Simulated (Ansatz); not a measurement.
# BrHInO, SMILES [OH][In][Br]: a ladder of methods at one geometry

Program: Ansatz's Python interface.

`run_methods.py`
```python
"""BrHInO at several levels of theory."""

import ansatz

geometry_ang = [
    ("O", (-0.6235, -0.4978, -0.1457)),
    ("In", (0.0021, 1.0564, -0.2353)),
    ("Br", (1.9678, -0.0528, -0.1746)),
    ("H", (-1.2909, -0.566, 0.5353)),
]
brhino = ansatz.Crystal.molecule()
for symbol, xyz in geometry_ang:
    brhino = brhino.atom(symbol, xyz)

job = (
    brhino.calculation()
    .basis(gaussian="def2-SVP")
    .spin("collinear", total=1)
)

methods = ["mp2", "ccsd", "ccsd_t"]
batch = ansatz.Session.batch([job.correlation(m).input() for m in methods])
reports = sorted(batch.plan().execute().molecular_reports, key=lambda each: each["member"])
print(f"Hartree-Fock reference {reports[0]['reference_energy_ev'] / 27.211386246:.6f} Ha")
best = reports[-1]["free_energy_ev"] - reports[-1]["reference_energy_ev"]
for method, each in zip(methods, reports):
    gained = each["free_energy_ev"] - each["reference_energy_ev"]
    print(f"{method:8s} total {each['free_energy_ev'] / 27.211386246:.6f} Ha  correlation {gained:9.4f} eV  ({100 * gained / best:.1f} % of the last)")
```

`python run_methods.py` gives:
```text
Hartree-Fock reference -2836.617710 Ha
mp2      total -2837.105751 Ha  correlation  -13.2803 eV  (96.0 % of the last)
ccsd     total -2837.113947 Ha  correlation  -13.5033 eV  (97.7 % of the last)
ccsd_t   total -2837.125845 Ha  correlation  -13.8270 eV  (100.0 % of the last)
```

Reading the output:
- Total energies depend on the basis set; only differences at equal settings carry meaning.
- The geometry is a force-field or estimated start, not a minimum of this method, and the basis set is short of its limit. A lower total doesn't mark the better method: functionals have no common bound, and MP2 and coupled cluster aren't variational.
- def2 sets replace the cores of elements past krypton by effective core potentials.
- The species is open-shell (spin multiplicity 2).
- Inner cores stay frozen; a filled d shell under the valence of the heavier atoms is correlated with it.

(Lines on the test bed's own set-up are left out of the output.)
